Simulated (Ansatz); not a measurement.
# C3H4BF: the cost of one run

All numbers below are computed with Ansatz 0.2.0 (UKS CAM-B3LYP/STO-3G).

**1. The structure to begin with**

Bond lengths: F1–C2 1.376 Å, C2–C3 1.377 Å, C3–C4 1.368 Å, C2–B5 1.587 Å, C4–B5 1.506 Å, C3–H6 1.105 Å, C4–H7 1.111 Å, C4–H8 1.115 Å, B5–H9 1.210 Å. Angles (14 of 15 angles, heavy atoms first): F1–C2–C3 132.7°, F1–C2–B5 135.9°, C3–C2–B5 91.4°, C2–C3–C4 93.2°, C3–C4–B5 95.3°, C2–B5–C4 80.2°, C2–C3–H6 131.6°, C4–C3–H6 135.2°, C3–C4–H7 115.0°, C3–C4–H8 113.7°, B5–C4–H7 110.5°, B5–C4–H8 109.9°, C2–B5–H9 135.4°, C4–B5–H9 144.4°.

Coordinates:

```xyz
9

F     1.3155    1.0216    1.8360
C     0.5807    0.4687    0.8119
C     0.9338   -0.2465   -0.3102
C    -0.3655   -0.4098   -0.7073
B    -0.9603    0.3422    0.4545
H     1.9197   -0.5470   -0.7084
H    -0.6291    0.0854   -1.6663
H    -0.7106   -1.4704   -0.6898
H    -1.9956    0.7096    0.9625
```

**2. Preparing the start**

The input, input.yaml:

```yaml
crystal:
  periodic: [false, false, false]
  atoms:
    - { symbol: F, position_ang: [1.3155, 1.0216, 1.836] }
    - { symbol: C, position_ang: [0.5807, 0.4687, 0.8119] }
    - { symbol: C, position_ang: [0.9338, -0.2465, -0.3102] }
    - { symbol: C, position_ang: [-0.3655, -0.4098, -0.7073] }
    - { symbol: B, position_ang: [-0.9603, 0.3422, 0.4545] }
    - { symbol: H, position_ang: [1.9197, -0.547, -0.7084] }
    - { symbol: H, position_ang: [-0.6291, 0.0854, -1.6663] }
    - { symbol: H, position_ang: [-0.7106, -1.4704, -0.6898] }
    - { symbol: H, position_ang: [-1.9956, 0.7096, 0.9625] }
magnetization:
  spin_polarized: true
basis:
  gaussian: { orbitals: STO-3G }
hamiltonian:
  xc: cam_b3lyp
relax:
  f_tol: 0.02
  max_steps: 40
```

Started as:

```console
ansatz run input.yaml --threads 1 --pin off --max-ram 2048MiB --backend cpu --events-out ev --progress --plain --runs-dir out
```

**Question.** How long does this run take on 1 thread of AMD EPYC 9R45 (Zen 5), shared host, and how much memory does it need?

About 25 s, with a peak of 0.16 GiB.
